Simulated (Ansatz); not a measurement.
**AlNi: further runs on the relaxed cell**

An exercise on one series of results from a longer session: the logs are not shown, and one member is left open.

Program: Ansatz 0.2.0. Level of theory: DFT PBE, scalar-relativistic, plane waves, PAW. These are calculated values, not measurements.

1 further run of the same task is left out (set aside as unsound or not needed).

## The structure to begin with

It takes space group Pm-3m (No. 221, cubic). The conventional cell has a = 2.893 Å, b = 2.893 Å, c = 2.893 Å, α = 90.00°, β = 90.00°, γ = 90.00°. Al (site symmetry m-3m) has 8 Ni at 2.51 Å as nearest neighbours. Around Ni (site symmetry m-3m) lie 8 Al at 2.51 Å.

As a file:

```cif
data_structure
_symmetry_space_group_name_H-M 'Pm-3m'
_symmetry_Int_Tables_number 221
_cell_length_a 2.8931
_cell_length_b 2.8931
_cell_length_c 2.8931
_cell_angle_alpha 90.000
_cell_angle_beta 90.000
_cell_angle_gamma 90.000
_cell_volume 24.21
loop_
_atom_site_label
_atom_site_type_symbol
_atom_site_symmetry_multiplicity
_atom_site_Wyckoff_symbol
_atom_site_fract_x
_atom_site_fract_y
_atom_site_fract_z
_atom_site_occupancy
Al1 Al 1 a 0.00000 0.00000 0.00000 1
Ni1 Ni 1 b 0.50000 0.50000 0.50000 1
```

This cell was relaxed beforehand with the same method: volume 12.11 Å³/atom, gap on the mesh none (metal).

Set-up of the first run:

input.yaml

```yaml
crystal:
  lattice:
    - [2.8930835179, 0.0, 0.0]
    - [0.0, 2.8930835179, 0.0]
    - [0.0, 0.0, 2.8930835179]
  atoms:
    - { symbol: Al, position: [0.0, 0.0, 0.0] }
    - { symbol: Ni, position: [0.5, 0.5, 0.5] }
basis:
  ecutwfc: 420
kpoints:
  mp_grid: { grid: [14, 14, 14] }
  band_path:
    path:
      - [[0.0, 0.0, 0.0], [0.0, 0.5, 0.0], [0.5, 0.5, 0.0], [0.0, 0.0, 0.0], [0.5, 0.5, 0.5], [0.0, 0.5, 0.0]]
      - [[0.5, 0.5, 0.5], [0.5, 0.5, 0.0]]
    npoints: 14
hamiltonian:
  xc: pbe
scf:
  occupations: { method: gaussian, width: 0.1 }
  n_extra_bands: 6
output:
  forces: true
  stress: true
  eigenvalues: true
  populations: true
  dos: { projected: true, de: 0.02, nscf_kmesh: { grid: [21, 21, 21] } }
  bader: true
```

Run with:

```bash
$ ansatz run input.yaml --threads 1 --pin off --max-ram 2560MiB --backend cpu --events-out ev --progress --plain --runs-dir out
```

Steps of the session up to this table: Static run: bands, density of states and charges; The cell under PBEsol; The cell under LDA; The cell under PBE+D3(BJ).

One of the session's tables, all rows but one given; the rest of the session is left out.

It belongs to the step «One structure, several functionals». 

| functional | a (Å) | b (Å) | c (Å) | volume (Å³/atom) |
| --- | --- | --- | --- | --- |
| PBE | 2.893 | 2.893 | 2.893 | 12.11 |
| PBEsol | 2.862 | 2.862 | 2.862 | 11.73 |
| LDA | 2.833 | 2.833 | 2.833 | 11.36 |
| PBE+D3(BJ) | ? | ? | ? | ? |

**Question.** Estimate the row for PBE+D3(BJ).

**Answer.** a (Å): 2.857; b (Å): 2.857; c (Å): 2.857; volume (Å³/atom): 11.67. In the column «a (Å)» it lies between LDA (2.833) and PBEsol (2.862).

Caveats from the session: Spin polarisation is off in the runs that give these values; a magnetic solution could lie lower.
